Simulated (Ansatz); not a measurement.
# InBrF2: a ladder of functionals and wavefunction methods

The task here is to estimate one member of a computed series from the others.

Computed with Ansatz 0.2.0, Gaussian basis. Level: functionals in def2-TZVPP, the program's frozen cores in correlated methods.

Levels to be run: LDA (SPW92), PBE-D4, revPBE-D4, BLYP-D4, r2SCAN-D4, B97M-V, PBE0-D4, B3LYP-D4, r2SCANh-D4, r2SCAN0-D4, HSE06-D4, BHLYP-D4, CAM-B3LYP-D4, LC-ωPBE, ωB97X-V, ωB97M-V, B2PLYP, PBE-QIDH; CCSD(T)/def2-SVP; CCSD(T)/def2-TZVPP; MP2/def2-QZVPP; extrapolation to the limit; RPA on PBE.

## The relaxed structure

An earlier PBE0-D4 in a triple-zeta def2 set relaxation fixed the geometry. In takes the def2 core potential; no spin-orbit term is included.

SMILES `[F][In]([F])[Br]`, 4 atoms, charge 0, spin multiplicity 1.

Atoms are counted from 1 here; the program's logs count them from 0.

Bond lengths: F1–In2 1.925 Å, In2–F3 1.925 Å, In2–Br4 2.413 Å. Angles: F1–In2–F3 113.7°, F1–In2–Br4 123.2°, F3–In2–Br4 123.2°.

The first run:

in.yaml

```yaml
crystal:
  periodic: [false, false, false]
  atoms:
    - {symbol: F, position_ang: [0.769013, 0.686518, 1.670888]}
    - {symbol: In, position_ang: [0.065515, -0.051358, 0.038562]}
    - {symbol: F, position_ang: [0.776019, -1.786837, -0.394037]}
    - {symbol: Br, position_ang: [-1.555047, 1.091476, -1.335713]}
basis:
  gaussian: {orbitals: def2-TZVPP}
hamiltonian: {xc: lda}
output: {orbitals: {seedname: orbitals}}
```

Steps of the session up to this table: LDA; PBE-D4 (GGA); revPBE-D4 (GGA); BLYP-D4 (GGA); r2SCAN-D4 (meta-GGA); B97M-V (meta-GGA); PBE0-D4 (hybrid); B3LYP-D4 (hybrid); r2SCANh-D4 (hybrid); r2SCAN0-D4 (hybrid); HSE06-D4 (hybrid); BHLYP-D4 (hybrid); CAM-B3LYP-D4 (range-separated); LC-ωPBE-D4 (range-separated; the results give it without D4); ωB97X-V (range-separated); ωB97M-V (range-separated); B2PLYP (double hybrid); PBE-QIDH (double hybrid).

One table of the session follows, with a row left open; its other results are not shown here.

It belongs to the step «Orbital energies across the functionals». 

```
  functional  HOMO (eV)  LUMO (eV)  gap (eV)
 LDA (SPW92)      -8.20      -4.45      3.75
      PBE-D4      -7.98      -4.07      3.91
   revPBE-D4          ?          ?         ?
     BLYP-D4      -7.82      -4.06      3.77
   r2SCAN-D4      -8.33      -3.87      4.46
      B97M-V      -8.37      -3.91      4.46
     PBE0-D4      -9.33      -3.18      6.14
    B3LYP-D4      -9.06      -3.54      5.53
  r2SCANh-D4      -8.82      -3.55      5.28
  r2SCAN0-D4      -9.56      -3.07      6.50
    HSE06-D4      -8.92      -3.55      5.37
    BHLYP-D4     -10.51      -2.35      8.16
CAM-B3LYP-D4     -10.68      -2.26      8.42
     LC-ωPBE     -12.06      -0.88     11.18
     ωB97X-V     -11.69      -1.06     10.63
     ωB97M-V     -11.56      -1.20     10.36
```

**Question.** Estimate the row for revPBE-D4.

**Answer.** HOMO (eV): -7.91; LUMO (eV): -3.92; gap (eV): 3.99. In the column «HOMO (eV)» it lies between PBE-D4 (-7.98) and BLYP-D4 (-7.82).
